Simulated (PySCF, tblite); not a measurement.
# C₃H₇BO₂: dynamics, then NMR shifts and electronic excitations on frames, part 1 of 2

Aim: move C₃H₇BO₂ (`C=C(C)B(O)O`) away from its starting geometry and see how NMR shifts and electronic excitations follow the geometry.

Computed with tblite 0.8.0 and PySCF 2.14.0, with density-fitted response routines of our own, on a single molecule in the gas phase. Atoms count from 0, in the outputs and in this text.

### Step 1. The molecule as given

13 atoms, charge 0, multiplicity 1; geometry from: GFN2-xTB.

Bonds of the start (Å): C0–C1 1.33, C1–C2 1.50, C1–B3 1.59, B3–O4 1.35, B3–O5 1.36, C0–H6 1.08, C0–H7 1.08, C2–H8 1.09, C2–H9 1.09, C2–H10 1.09, O4–H11 0.96, O5–H12 0.96.

### Step 2. Dynamics with GFN2-xTB

What the job is given:

```
{"job": {"kind": "md", "xc": "GFN2-xTB", "basis": "xTB", "temperature": 300, "steps": 2000, "every": 50, "frames": 5}, "charge": 0, "multiplicity": 1}
C     -0.307111     0.885948     1.359472
C     -0.275627     0.090456     0.293722
C     -1.457722    -0.769368    -0.047155
B      0.979066     0.010572    -0.673041
O      0.847869    -0.635451    -1.851206
O      2.191998     0.559921    -0.381712
H     -1.168112     0.943872     2.007730
H      0.519170     1.524523     1.632623
H     -2.281555    -0.609642     0.644934
H     -1.167057    -1.818079    -0.024333
H     -1.786242    -0.549848    -1.060544
H      1.647552    -0.639415    -2.378636
H      2.253383     1.006996     0.460418
```

Method: GFN2-xTB Langevin dynamics, gas phase.

The run is started by

```bash
> OMP_NUM_THREADS=1 python probes_run.py task.json out
```

The driver reads the jobs from task.json and runs them one after another.

Log:

```text
t/fs     T/K      E/eV
    0.0   250.0   -528.12238
   25.0   200.7   -527.93421
   50.0   244.9   -527.83340
   75.0   207.2   -527.74809
  100.0   292.6   -527.81914
  125.0   286.0   -527.77295
  150.0   263.3   -527.74961
  175.0   209.7   -527.64608
  200.0   304.7   -527.70860
  225.0   294.6   -527.54748
  250.0   331.9   -527.55397
  275.0   376.6   -527.55277
  300.0   349.7   -527.53196
  325.0   328.7   -527.65567
  350.0   308.8   -527.80527
  375.0   335.0   -527.64562
  400.0   299.5   -527.70181
  425.0   313.2   -527.75293
  450.0   321.2   -527.59017
  475.0   442.9   -527.68953
  500.0   400.6   -527.64199
  525.0   316.7   -527.61115
  550.0   347.1   -527.75687
  575.0   267.2   -527.36367
  600.0   328.7   -527.66190
  625.0   269.4   -527.63708
  650.0   220.4   -527.54334
  675.0   291.0   -527.86214
  700.0   193.9   -527.48251
  725.0   373.0   -527.87668
  750.0   240.0   -527.57745
  775.0   244.3   -527.80212
  800.0   249.1   -527.79256
  825.0   308.4   -527.71229
  850.0   297.3   -527.65826
  875.0   321.5   -527.71553
  900.0   359.8   -527.70120
  925.0   394.1   -527.59735
  950.0   355.5   -527.65543
  975.0   303.4   -527.83356
 1000.0   262.9   -527.62810
```

It took 7.7 s on 1 thread of Arm Neoverse V1, shared host; peak memory 0.18 GiB.

Distance from the start (root mean square after alignment): 0 fs 0.00 Å, 200 fs 0.36 Å, 400 fs 0.65 Å, 600 fs 0.45 Å, 800 fs 0.56 Å, 1000 fs 0.38 Å.

Positions (Å) and forces (eV/Å) at 1000 fs:

```xyz
13

C     0.250   -0.781    1.776    1.520   -1.159    0.337
C    -0.674   -0.645    0.848   -1.222   -1.177   -0.251
C    -2.065   -1.175    1.171   -1.153    0.882    1.034
B    -0.375   -0.187   -0.616   -0.897   -0.061   -1.202
O    -1.289   -0.578   -1.559   -0.107   -0.475    2.073
O     0.700    0.529   -1.043   -1.062   -0.434   -0.855
H     0.071   -1.371    2.674   -0.045    0.549    0.019
H     1.317   -0.663    1.545   -0.480    0.457    0.268
H    -2.192   -1.299    2.275    0.195    0.702   -0.522
H    -2.399   -2.173    0.876    0.765    0.231   -0.945
H    -2.831   -0.444    0.787    0.667   -0.763    0.417
H    -1.213   -0.209   -2.401    0.411    0.634   -1.657
H     1.236    0.713   -0.318    1.409    0.614    1.283
```

### Step 3. NMR shieldings: 250 fs, PBE0/pcSseg-1

What the job is given:

```
{"job": {"kind": "nmr", "xc": "PBE0", "basis": "pcSseg-1", "pop": false}, "charge": 0, "multiplicity": 1}
C     -0.396200     0.403700     1.743900
C     -0.544100    -0.075300     0.543800
C     -1.892600    -0.337500     0.001800
B      0.617400    -0.077200    -0.600500
O      0.401100    -0.771300    -1.789200
O      1.819200     0.528500    -0.415000
H     -1.288800     0.388900     2.431100
H      0.542000     0.529600     2.229500
H     -2.764700    -0.130800     0.695000
H     -2.067500    -1.403000    -0.179400
H     -2.079100    -0.085200    -1.031000
H      1.220900    -0.744100    -2.284800
H      1.861300     1.134700     0.293400
```

Level: GIAO PBE0/pcSseg-1 NMR shielding, non-relativistic, gas phase.

Log:

```text
coarse grid: 10856 points
cycle   1  E = -293.3410920136  dE =  7.474e-01  |g| = 8.720e-01  |ddm| = 3.082e+00
cycle   2  E = -293.2354638456  dE =  1.056e-01  |g| = 1.176e+00  |ddm| = 1.264e+00
cycle   3  E = -293.4818670309  dE = -2.464e-01  |g| = 8.795e-02  |ddm| = 7.538e-01
cycle   4  E = -293.4833684071  dE = -1.501e-03  |g| = 3.326e-02  |ddm| = 8.754e-02
cycle   5  E = -293.4836089919  dE = -2.406e-04  |g| = 9.366e-03  |ddm| = 2.806e-02
cycle   6  E = -293.4836234007  dE = -1.441e-05  |g| = 3.563e-03  |ddm| = 8.146e-03
cycle   7  E = -293.4836257753  dE = -2.375e-06  |g| = 6.757e-04  |ddm| = 2.637e-03
final grid: 104856 points
cycle   8  E = -293.5369059402  dE = -3.485e-05  |g| = 8.404e-03  |ddm| = 2.300e-02
cycle   9  E = -293.5368942318  dE =  1.171e-05  |g| = 1.143e-02  |ddm| = 1.431e-02
cycle  10  E = -293.5369216689  dE = -2.744e-05  |g| = 9.332e-04  |ddm| = 8.022e-03
cycle  11  E = -293.5369218422  dE = -1.733e-07  |g| = 2.384e-04  |ddm| = 7.485e-04
cycle  12  E = -293.5369218533  dE = -1.114e-08  |g| = 1.169e-04  |ddm| = 2.646e-04
cycle  13  E = -293.5369218566  dE = -3.333e-09  |g| = 2.193e-05  |ddm| = 1.091e-04
cycle  14  E = -293.5369218567  dE = -1.023e-10  |g| = 4.787e-06  |ddm| = 1.773e-05
converged SCF energy = -293.5369218567

GIAO shielding tensors (ppm)
atom      isotropic    diamagn.    paramagn.     s11        s22        s33       span
  0 C       60.424     254.528    -194.105    -50.726     83.871    148.125    198.851
  1 C       40.293     260.609    -220.316    -71.734     16.697    175.917    247.651
  2 C      163.076     245.534     -82.457    138.610    151.736    198.882     60.272
  3 B       72.861     194.752    -121.891     59.790     67.631     91.162     31.372
  4 O      217.140     387.292    -170.152    106.304    259.114    286.001    179.698
  5 O      224.441     388.917    -164.476    107.249    268.302    297.773    190.524
  6 H       25.375      29.608      -4.233     23.035     24.067     29.022      5.987
  7 H       26.542      32.982      -6.440     23.854     25.453     30.320      6.466
  8 H       29.229      28.225       1.004     25.376     27.612     34.699      9.323
  9 H       29.353      29.279       0.074     25.876     27.575     34.608      8.732
 10 H       29.410      29.887      -0.477     25.177     28.805     34.248      9.071
 11 H       27.746      30.425      -2.678     21.738     24.557     36.944     15.206
 12 H       27.837      34.552      -6.715     21.077     25.252     37.181     16.105
```

It took 10 s on 1 thread of Arm Neoverse V1, shared host; peak memory 0.65 GiB.

Shifts follow as δ = σ(reference) − σ, with reference shieldings (ppm) from runs at the same level and on the same kind of geometry: 1H TMS 31.72, 13C TMS 186.9, 17O H2O 336.1, 11B BF3·OEt2 100.1. The references are single molecules in the gas phase, so shifts against H2O, NH3, PH3, H3PO4 or CFCl3 are not on the usual liquid scales and can be off by tens of ppm. Each atom is listed at this fixed geometry, with no averaging over motion; a spectrum would average atoms that exchange fast.

```
atoms                           environment  σ (ppm)  δ (ppm)
   C1       fully substituted alkene carbon     40.3    146.6
   C0                  terminal =CH2 carbon     60.4    126.5
   C2                 allylic methyl carbon    163.1     23.8
   H6    hydrogen on a terminal =CH2 carbon    25.37     6.34
   H7    hydrogen on a terminal =CH2 carbon    26.54     5.17
  H11     hydrogen on an oxygen bonded to B    27.75     3.97
  H12     hydrogen on an oxygen bonded to B    27.84     3.88
   H8  hydrogen on an allylic methyl carbon    29.23     2.49
   H9  hydrogen on an allylic methyl carbon    29.35     2.36
  H10  hydrogen on an allylic methyl carbon    29.41     2.31
   B3                boron bonded to C, 2 O     72.9     27.2
   O4                 oxygen bonded to B, H    217.1    118.9
   O5                 oxygen bonded to B, H    224.4    111.6
```

### Step 4. Ultraviolet spectrum: 250 fs, PBE0/def2-SVPD

Same as in step 3 but for these lines:

```diff
@@ -1,2 +1,2 @@
-{"job": {"kind": "nmr", "xc": "PBE0", "basis": "pcSseg-1", "pop": false}, "charge": 0, "multiplicity": 1}
+{"job": {"kind": "uv", "xc": "PBE0", "basis": "def2-SVPD", "nstates": 5, "ntriplets": 0}, "charge": 0, "multiplicity": 1}
 C     -0.396200     0.403700     1.743900
```

With the program's defaults for keys left out, this is: TDDFT PBE0/def2-SVPD, vertical, gas phase, core orbitals frozen in the response.

Log:

```text
coarse grid: 10856 points
cycle   1  E = -293.1840086735  dE =  6.954e-01  |g| = 8.278e-01  |ddm| = 5.494e+00
cycle   2  E = -293.0597369731  dE =  1.243e-01  |g| = 1.166e+00  |ddm| = 1.998e+00
cycle   3  E = -293.3190940447  dE = -2.594e-01  |g| = 8.864e-02  |ddm| = 1.104e+00
cycle   4  E = -293.3206410180  dE = -1.547e-03  |g| = 3.558e-02  |ddm| = 1.584e-01
cycle   5  E = -293.3209383963  dE = -2.974e-04  |g| = 9.621e-03  |ddm| = 6.434e-02
cycle   6  E = -293.3209550920  dE = -1.670e-05  |g| = 3.757e-03  |ddm| = 1.542e-02
cycle   7  E = -293.3209581399  dE = -3.048e-06  |g| = 5.643e-04  |ddm| = 5.322e-03
final grid: 104856 points
cycle   8  E = -293.3735271434  dE = -3.923e-05  |g| = 7.833e-03  |ddm| = 1.192e-01
cycle   9  E = -293.3735157426  dE =  1.140e-05  |g| = 1.081e-02  |ddm| = 2.400e-02
cycle  10  E = -293.3735417660  dE = -2.602e-05  |g| = 8.812e-04  |ddm| = 1.246e-02
cycle  11  E = -293.3735419304  dE = -1.643e-07  |g| = 2.234e-04  |ddm| = 1.324e-03
cycle  12  E = -293.3735419404  dE = -1.009e-08  |g| = 1.044e-04  |ddm| = 5.511e-04
cycle  13  E = -293.3735419432  dE = -2.721e-09  |g| = 2.489e-05  |ddm| = 1.924e-04
cycle  14  E = -293.3735419433  dE = -1.451e-10  |g| = 5.089e-06  |ddm| = 5.293e-05
converged SCF energy = -293.3735419433

Static polarisability (au): isotropic 59.706, principal 43.149 63.072 72.896

Singlet excitations
state   eV       nm        f      main configurations
  1   6.3771    194.4   0.18009   H->L 0.80, H-1->L 0.10
  2   6.5035    190.6   0.02000   H-1->L 0.88
  3   6.6296    187.0   0.03435   H->L+1 0.88
  4   7.5883    163.4   0.01844   H->L+2 0.93
  5   7.7299    160.4   0.00576   H-1->L+1 0.76, H-2->L 0.20
```

Wall time 17 s (1 thread of Arm Neoverse V1, shared host); peak memory 0.74 GiB.

Frontier orbitals and where they lie:

```
orbital      eV                       atoms
 HOMO−3  -10.36   C2 27 %, C0 17 %, H8 10 %
 HOMO−2   -9.46    O4 53 %, O5 33 %, B3 7 %
 HOMO−1   -8.74   C1 27 %, B3 17 %, O5 14 %
   HOMO   -7.57   C0 36 %, C1 30 %, C2 13 %
   LUMO   -0.58   C0 28 %, C1 26 %, B3 16 %
 LUMO+1    0.08   B3 44 %, O5 13 %, O4 10 %
 LUMO+2    1.02  O5 25 %, O4 20 %, H11 12 %
```

With each of the 5 states as a Gaussian band of 0.4 eV half-width at 1/e, the curve within the window shown has maxima at 193 nm (ε 9,000), 162 nm (ε 960) L/(mol cm). Beyond the last state computed it falls off for lack of states. The curve at chosen wavelengths:

```json
{"nm": "154", "ε (L/mol/cm)": "354"}
{"nm": "156", "ε (L/mol/cm)": "547"}
{"nm": "159", "ε (L/mol/cm)": "827"}
{"nm": "161", "ε (L/mol/cm)": "939"}
{"nm": "164", "ε (L/mol/cm)": "933"}
{"nm": "166", "ε (L/mol/cm)": "836"}
{"nm": "168", "ε (L/mol/cm)": "716"}
{"nm": "171", "ε (L/mol/cm)": "636"}
{"nm": "173", "ε (L/mol/cm)": "743"}
{"nm": "176", "ε (L/mol/cm)": "1290"}
{"nm": "178", "ε (L/mol/cm)": "1970"}
{"nm": "180", "ε (L/mol/cm)": "2912"}
{"nm": "183", "ε (L/mol/cm)": "4711"}
{"nm": "185", "ε (L/mol/cm)": "6019"}
{"nm": "188", "ε (L/mol/cm)": "7778"}
{"nm": "190", "ε (L/mol/cm)": "8597"}
{"nm": "192", "ε (L/mol/cm)": "9004"}
{"nm": "195", "ε (L/mol/cm)": "8776"}
{"nm": "197", "ε (L/mol/cm)": "8125"}
{"nm": "200", "ε (L/mol/cm)": "6655"}
{"nm": "202", "ε (L/mol/cm)": "5527"}
{"nm": "204", "ε (L/mol/cm)": "4412"}
{"nm": "207", "ε (L/mol/cm)": "2936"}
{"nm": "209", "ε (L/mol/cm)": "2142"}
{"nm": "212", "ε (L/mol/cm)": "1257"}
{"nm": "214", "ε (L/mol/cm)": "849"}
```

Further results of this job:

```
           property  computed
  dipole moment (D)      1.09
polarisability (Å³)      8.85
 HOMO–LUMO gap (eV)      6.98
      −ε(HOMO) (eV)      7.57
```

### Step 5. NMR shieldings: 425 fs, PBE0/pcSseg-1

What the job is given:

```
{"job": {"kind": "nmr", "xc": "PBE0", "basis": "pcSseg-1", "pop": false}, "charge": 0, "multiplicity": 1}
C     -0.656800    -0.215500     2.299600
C     -0.741900    -0.259400     0.947400
C     -2.145100    -0.084900     0.421000
B      0.315200    -0.281100    -0.144200
O     -0.055500    -1.046400    -1.234700
O      1.501300     0.439500    -0.268900
H     -1.532600    -0.198100     2.955500
H      0.311400    -0.185400     2.789100
H     -2.903400     0.096600     1.226100
H     -2.428900    -0.964300    -0.176700
H     -2.179900     0.708400    -0.302500
H      0.608700    -1.162000    -1.913800
H      1.821700     0.994100     0.431100
```

Method: GIAO PBE0/pcSseg-1 NMR shielding, non-relativistic, gas phase.

Log:

```text
coarse grid: 10856 points
cycle   1  E = -293.3493539471  dE =  6.834e-01  |g| = 8.693e-01  |ddm| = 3.041e+00
cycle   2  E = -293.2310471832  dE =  1.183e-01  |g| = 1.200e+00  |ddm| = 1.326e+00
cycle   3  E = -293.4889763354  dE = -2.579e-01  |g| = 9.068e-02  |ddm| = 8.194e-01
cycle   4  E = -293.4906451062  dE = -1.669e-03  |g| = 3.491e-02  |ddm| = 9.093e-02
cycle   5  E = -293.4909097742  dE = -2.647e-04  |g| = 1.318e-02  |ddm| = 3.211e-02
cycle   6  E = -293.4909481755  dE = -3.840e-05  |g| = 4.231e-03  |ddm| = 1.288e-02
cycle   7  E = -293.4909525103  dE = -4.335e-06  |g| = 6.645e-04  |ddm| = 3.454e-03
final grid: 104856 points
cycle   8  E = -293.5425128173  dE = -3.023e-05  |g| = 8.301e-03  |ddm| = 2.552e-02
cycle   9  E = -293.5425020915  dE =  1.073e-05  |g| = 1.113e-02  |ddm| = 1.347e-02
cycle  10  E = -293.5425280764  dE = -2.598e-05  |g| = 1.030e-03  |ddm| = 7.660e-03
cycle  11  E = -293.5425282872  dE = -2.108e-07  |g| = 2.241e-04  |ddm| = 7.547e-04
cycle  12  E = -293.5425282950  dE = -7.790e-09  |g| = 1.454e-04  |ddm| = 2.821e-04
cycle  13  E = -293.5425283003  dE = -5.275e-09  |g| = 2.031e-05  |ddm| = 1.228e-04
cycle  14  E = -293.5425283004  dE = -8.458e-11  |g| = 4.119e-06  |ddm| = 1.843e-05
converged SCF energy = -293.5425283004

GIAO shielding tensors (ppm)
atom      isotropic    diamagn.    paramagn.     s11        s22        s33       span
  0 C       49.548     254.212    -204.664    -68.790     72.049    145.385    214.174
  1 C       33.049     259.692    -226.643    -92.493     15.267    176.372    268.865
  2 C      152.203     247.408     -95.204    126.472    146.989    183.149     56.677
  3 B       72.299     193.529    -121.230     57.344     64.791     94.763     37.419
  4 O      212.566     388.195    -175.629    109.605    248.033    280.060    170.455
  5 O      221.395     388.873    -167.478    116.366    259.437    288.383    172.017
  6 H       25.193      30.527      -5.334     21.955     24.897     28.728      6.774
  7 H       26.161      31.888      -5.726     22.460     25.055     30.968      8.508
  8 H       29.196      29.363      -0.167     25.683     28.278     33.627      7.944
  9 H       28.699      28.843      -0.145     24.588     28.379     33.129      8.541
 10 H       29.975      30.649      -0.674     26.295     29.273     34.357      8.062
 11 H       27.738      31.518      -3.780     22.113     23.497     37.604     15.491
 12 H       27.480      33.149      -5.669     21.667     23.443     37.330     15.664
```

Run time: 10 s. Hardware: 1 thread of Arm Neoverse V1, shared host; peak memory 0.67 GiB.

In short: δ C1 153.9, C0 137.4, C2 34.7, B3 27.8, H6 6.52, H7 5.56 ppm.

### Step 6. Excited states and response: 425 fs, PBE0/def2-SVPD

Same as in step 5 but for these lines:

```diff
@@ -1,2 +1,2 @@
-{"job": {"kind": "nmr", "xc": "PBE0", "basis": "pcSseg-1", "pop": false}, "charge": 0, "multiplicity": 1}
+{"job": {"kind": "uv", "xc": "PBE0", "basis": "def2-SVPD", "nstates": 5, "ntriplets": 0}, "charge": 0, "multiplicity": 1}
 C     -0.656800    -0.215500     2.299600
```

With the program's defaults for keys left out, this is: TDDFT PBE0/def2-SVPD, vertical, gas phase, core orbitals frozen in the response.

Log:

```text
coarse grid: 10856 points
cycle   1  E = -293.1927358700  dE =  6.308e-01  |g| = 8.254e-01  |ddm| = 5.111e+00
cycle   2  E = -293.0500054235  dE =  1.427e-01  |g| = 1.200e+00  |ddm| = 2.120e+00
cycle   3  E = -293.3269373089  dE = -2.769e-01  |g| = 9.177e-02  |ddm| = 1.205e+00
cycle   4  E = -293.3286405125  dE = -1.703e-03  |g| = 3.960e-02  |ddm| = 1.637e-01
cycle   5  E = -293.3290008619  dE = -3.603e-04  |g| = 1.466e-02  |ddm| = 6.768e-02
cycle   6  E = -293.3290519939  dE = -5.113e-05  |g| = 3.924e-03  |ddm| = 2.273e-02
cycle   7  E = -293.3290558796  dE = -3.886e-06  |g| = 4.978e-04  |ddm| = 6.317e-03
final grid: 104856 points
cycle   8  E = -293.3799950614  dE = -3.558e-05  |g| = 7.709e-03  |ddm| = 1.273e-01
cycle   9  E = -293.3799849596  dE =  1.010e-05  |g| = 1.043e-02  |ddm| = 2.225e-02
cycle  10  E = -293.3800089994  dE = -2.404e-05  |g| = 9.548e-04  |ddm| = 1.171e-02
cycle  11  E = -293.3800091871  dE = -1.877e-07  |g| = 1.962e-04  |ddm| = 1.208e-03
cycle  12  E = -293.3800091934  dE = -6.321e-09  |g| = 1.171e-04  |ddm| = 4.808e-04
cycle  13  E = -293.3800091969  dE = -3.477e-09  |g| = 2.752e-05  |ddm| = 1.826e-04
cycle  14  E = -293.3800091971  dE = -1.783e-10  |g| = 3.949e-06  |ddm| = 5.281e-05
converged SCF energy = -293.3800091971

Static polarisability (au): isotropic 60.238, principal 46.008 61.580 73.126

Singlet excitations
state   eV       nm        f      main configurations
  1   6.1331    202.2   0.16306   H->L 0.77, H->L+1 0.14
  2   6.3757    194.5   0.06280   H->L+1 0.83, H->L 0.12
  3   6.9189    179.2   0.04580   H-1->L 0.79, H-2->L 0.15
  4   7.2962    169.9   0.02753   H->L+2 0.91
  5   7.4745    165.9   0.01019   H->L+3 0.94
```

It took 16 s on 1 thread of Arm Neoverse V1, shared host; peak memory 0.74 GiB.

This run: HOMO -7.31 eV, LUMO -0.58 eV; lowest singlet 6.13 eV.

### Step 7. Nuclear shieldings: 625 fs, PBE0/pcSseg-1

What the job is given:

```
{"job": {"kind": "nmr", "xc": "PBE0", "basis": "pcSseg-1", "pop": false}, "charge": 0, "multiplicity": 1}
C     -0.104900    -0.634900     2.134100
C     -0.682100    -0.407500     0.955700
C     -2.158700    -0.768300     0.734500
B      0.118200    -0.060800    -0.381300
O     -0.507300    -0.167000    -1.524600
O      1.411300     0.344000    -0.474000
H     -0.606200    -0.988700     2.972200
H      0.989000    -0.353000     2.379100
H     -2.382400    -1.422000     1.572600
H     -2.279400    -1.319800    -0.152400
H     -2.652500     0.239700     0.668300
H     -0.035400     0.255800    -2.224400
H      1.782300     0.445400     0.384400
```

Method: GIAO PBE0/pcSseg-1 NMR shielding, non-relativistic, gas phase.

Log:

```text
coarse grid: 10856 points
cycle   1  E = -293.3401528913  dE =  8.026e-01  |g| = 8.755e-01  |ddm| = 3.077e+00
cycle   2  E = -293.2444406965  dE =  9.571e-02  |g| = 1.157e+00  |ddm| = 1.280e+00
cycle   3  E = -293.4810534368  dE = -2.366e-01  |g| = 8.108e-02  |ddm| = 7.638e-01
cycle   4  E = -293.4823707084  dE = -1.317e-03  |g| = 3.077e-02  |ddm| = 8.254e-02
cycle   5  E = -293.4825922088  dE = -2.215e-04  |g| = 1.011e-02  |ddm| = 2.888e-02
cycle   6  E = -293.4826148397  dE = -2.263e-05  |g| = 3.910e-03  |ddm| = 1.087e-02
cycle   7  E = -293.4826186578  dE = -3.818e-06  |g| = 6.455e-04  |ddm| = 3.285e-03
final grid: 104856 points
cycle   8  E = -293.5377513612  dE = -4.152e-05  |g| = 8.929e-03  |ddm| = 2.574e-02
cycle   9  E = -293.5377402290  dE =  1.113e-05  |g| = 1.187e-02  |ddm| = 1.386e-02
cycle  10  E = -293.5377683458  dE = -2.812e-05  |g| = 9.198e-04  |ddm| = 7.793e-03
cycle  11  E = -293.5377685114  dE = -1.656e-07  |g| = 2.531e-04  |ddm| = 7.150e-04
cycle  12  E = -293.5377685229  dE = -1.153e-08  |g| = 1.355e-04  |ddm| = 2.791e-04
cycle  13  E = -293.5377685274  dE = -4.467e-09  |g| = 2.266e-05  |ddm| = 1.221e-04
cycle  14  E = -293.5377685275  dE = -1.224e-10  |g| = 5.825e-06  |ddm| = 2.351e-05
converged SCF energy = -293.5377685275

GIAO shielding tensors (ppm)
atom      isotropic    diamagn.    paramagn.     s11        s22        s33       span
  0 C       54.074     254.751    -200.677    -60.142     74.002    148.363    208.505
  1 C       32.791     263.379    -230.588    -78.625      3.780    173.217    251.842
  2 C      157.943     247.728     -89.785    145.208    147.354    181.268     36.060
  3 B       76.649     195.210    -118.561     61.103     75.423     93.421     32.318
  4 O      220.042     388.289    -168.247    126.581    251.387    282.157    155.576
  5 O      238.360     390.611    -152.251    124.881    280.618    309.582    184.701
  6 H       26.255      32.398      -6.142     23.302     25.895     29.569      6.267
  7 H       25.225      31.158      -5.933     23.227     23.570     28.879      5.652
  8 H       29.541      29.367       0.173     25.573     29.159     33.890      8.318
  9 H       29.946      30.800      -0.854     25.453     30.534     33.851      8.398
 10 H       28.517      27.554       0.963     25.463     26.366     33.723      8.260
 11 H       27.959      32.550      -4.591     21.909     24.589     37.379     15.471
 12 H       28.160      35.118      -6.958     20.553     26.000     37.926     17.373
```

It took 10 s on 1 thread of Arm Neoverse V1, shared host; peak memory 0.67 GiB.

This run: δ C1 154.1, C0 132.9, C2 29.0, B3 23.4, H7 6.49, H6 5.46 ppm.

(Continued in part 2 of 2.)
